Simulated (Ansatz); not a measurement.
# Ga₃+ (quintet): from Hartree-Fock to the top rungs, cc-pVTZ

One table from this session's results is given with a row withheld; the runs are named, their logs left out.

The runs use Ansatz 0.2.0, Gaussian basis; cc-pVTZ, core rule «outside noble gas», up to 42 orbitals frozen.

Plan: UHF; CCSD(T) on ROHF; CCSD(T) on UHF; BCCD(T) on ROHF; CCSDT(Q) on ROHF; CCSDT(Q) on UHF; CASSCF and MRCISD+Q, 8 electrons in 12 orbitals; CASSCF and NEVPT2, 8 electrons in 12 orbitals.

5 further runs of the same task are left out: 5 set aside as unsound or not needed. Runs told in other sessions of the task aren't counted.

### What is computed

The geometry is a PBE0/def2-TZVP stationary point (not a proven minimum) of the parent state, kept for this charge and spin. No spin-orbit coupling is included. The filled d shell of Ga may be among the frozen orbitals whatever the setting's name suggests.

3 atoms, charge 1, spin multiplicity 5.

Atoms are counted from 1 here; the program's logs count them from 0.

Bond lengths: Ga1–Ga2 2.566 Å, Ga2–Ga3 2.566 Å. Angles: Ga1–Ga2–Ga3 73.6°.

The first run:

in.yaml reads:

```yaml
crystal:
  periodic: [false, false, false]
  atoms:
    - {symbol: Ga, position_ang: [0.000000, -0.685100, -1.536400]}
    - {symbol: Ga, position_ang: [0.000000, 1.370200, 0.000000]}
    - {symbol: Ga, position_ang: [0.000000, -0.685100, 1.536400]}
basis:
  gaussian: {orbitals: cc-pVTZ}
total_charge: 1
magnetization: {spin_polarized: true, initial_magnetization: 4}
hamiltonian: {xc: hf}
output: {orbitals: {seedname: orbitals}}
```

Launch:

```
$ ansatz run in.yaml --threads 1 --pin off --events-out ev --progress --plain --max-ram 4096MiB --backend cpu
```

Steps of the session up to this table: UHF; CCSD(T) on ROHF; CCSD(T) on UHF; BCCD(T) on ROHF; CCSDT(Q) on ROHF; CCSDT(Q) on UHF; CASSCF and MRCISD+Q, 8 electrons in 12 orbitals; CASSCF and NEVPT2, 8 electrons in 12 orbitals.

One of the session's tables, all rows but one given; the rest of the session is left out.

| method | from RCCSDT(Q) (meV) |
| --- | --- |
| ROHF | +4238.5 |
| UHF | +3939.2 |
| RMP2 | +993.3 |
| UMP2 | +1043.9 |
| RCCSD | +310.6 |
| UCCSD | +260.5 |
| RCCSD(T) | +72.3 |
| UCCSD(T) | +37.8 |
| BCCD(T) | +71.0 |
| RCCSDT | +20.2 |
| UCCSDT | ? |
| RCCSDT(Q) | 0 |
| UCCSDT(Q) | -38.1 |
| CASSCF valence | +2016.0 |
| NEVPT2 valence | +457.2 |
| MRCISD valence | +119.2 |
| MRCISD+Q valence | +8.4 |

Estimate the missing values for UCCSDT.

The run gave: from RCCSDT(Q) (meV): -18.4. In the column «from RCCSDT(Q) (meV)» it lies between UCCSDT(Q) (-38.1) and RCCSDT(Q) (0).

Limits of these values: Restricted and unrestricted rows rest on different reference determinants; a gap between their highest levels can come from leftover correlation error, from unlike frozen cores or from another state.
